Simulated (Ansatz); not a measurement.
# TiBr₂Cl₂: up Jacob's ladder to CCSD(T)

An exercise on one series of results from a longer session: the logs are not shown, and one member is left open.

Method: functionals in def2-TZVPP, the program's frozen cores in correlated methods; program: Ansatz 0.2.0, Gaussian basis.

Levels to be run: LDA (SPW92), PBE-D4, revPBE-D4, BLYP-D4, r2SCAN-D4, B97M-V, PBE0-D4, B3LYP-D4, r2SCANh-D4, r2SCAN0-D4, HSE06-D4, BHLYP-D4, CAM-B3LYP-D4, LC-ωPBE, ωB97X-V, ωB97M-V, B2PLYP, PBE-QIDH; CCSD(T)/def2-SVP; CCSD(T)/def2-TZVPP; MP2/def2-QZVPP; extrapolation to the limit; RPA on PBE.

## The relaxed structure

All runs share one geometry, relaxed beforehand with PBE0-D4 in a triple-zeta def2 set.

SMILES `[Cl][Ti]([Cl])([Br])[Br]`, 5 atoms, charge 0, spin multiplicity 1.

Atoms are counted from 1 here; the program's logs count them from 0.

Bond lengths: Cl1–Ti2 2.161 Å, Ti2–Cl3 2.161 Å, Ti2–Br4 2.316 Å, Ti2–Br5 2.316 Å. Angles: Cl1–Ti2–Cl3 109.7°, Cl1–Ti2–Br4 109.5°, Cl1–Ti2–Br5 109.5°, Cl3–Ti2–Br4 109.5°, Cl3–Ti2–Br5 109.5°, Br4–Ti2–Br5 109.3°.

Set-up of the first run:

in.yaml reads:

```yaml
crystal:
  periodic: [false, false, false]
  atoms:
    - {symbol: Cl, position_ang: [-0.718526, -0.228196, 2.048541]}
    - {symbol: Ti, position_ang: [0.015960, -0.021419, 0.026989]}
    - {symbol: Cl, position_ang: [1.796817, -1.218821, -0.225363]}
    - {symbol: Br, position_ang: [-1.609548, -0.732910, -1.461155]}
    - {symbol: Br, position_ang: [0.515297, 2.201346, -0.389002]}
basis:
  gaussian: {orbitals: def2-TZVPP}
hamiltonian: {xc: lda}
output: {orbitals: {seedname: orbitals}}
```

Launch:

```console
$ ansatz run in.yaml --threads 4 --pin off --events-out ev --progress --plain --max-ram 11315MiB
```

Among the steps run: LDA; PBE-D4 (GGA); revPBE-D4 (GGA); BLYP-D4 (GGA); r2SCAN-D4 (meta-GGA); B97M-V (meta-GGA); PBE0-D4 (hybrid); B3LYP-D4 (hybrid); r2SCANh-D4 (hybrid); r2SCAN0-D4 (hybrid); HSE06-D4 (hybrid); BHLYP-D4 (hybrid); CAM-B3LYP-D4 (range-separated); LC-ωPBE (range-separated); ωB97X-V (range-separated); ωB97M-V (range-separated); B2PLYP (double hybrid); PBE-QIDH (double hybrid).

One of the session's tables, all rows but one given; the rest of the session is left out.

It belongs to the step «Frontier levels by functional». 

| functional | HOMO (eV) | LUMO (eV) | gap (eV) |
| --- | --- | --- | --- |
| LDA (SPW92) | -7.85 | -4.72 | 3.12 |
| PBE-D4 | -7.68 | -4.51 | 3.17 |
| revPBE-D4 | -7.62 | -4.44 | 3.19 |
| BLYP-D4 | -7.49 | -4.36 | 3.13 |
| r2SCAN-D4 | -8.04 | -4.54 | 3.50 |
| B97M-V | -8.08 | -4.52 | 3.57 |
| PBE0-D4 | -8.92 | -3.73 | 5.19 |
| B3LYP-D4 | -8.65 | -3.92 | 4.72 |
| r2SCANh-D4 | -8.48 | -4.22 | 4.26 |
| r2SCAN0-D4 | ? | ? | ? |
| HSE06-D4 | -8.53 | -4.11 | 4.42 |
| BHLYP-D4 | -9.99 | -2.71 | 7.28 |
| CAM-B3LYP-D4 | -10.17 | -2.71 | 7.46 |
| LC-ωPBE | -11.54 | -1.78 | 9.76 |
| ωB97X-V | -11.18 | -1.72 | 9.45 |
| ωB97M-V | -11.02 | -1.66 | 9.36 |

Estimate the missing values for r2SCAN0-D4.

Worked estimate for «HOMO (eV)». Against the share of exact exchange, r2SCAN-D4 (0, -8.04), r2SCANh-D4 (0.1, -8.48) give a slope of -4.40 per unit share; at 0.25 the line stands at -9.14.

The run gave: HOMO (eV): -9.16; LUMO (eV): -3.73; gap (eV): 5.43. In «HOMO (eV)» the line misses by +0.02.
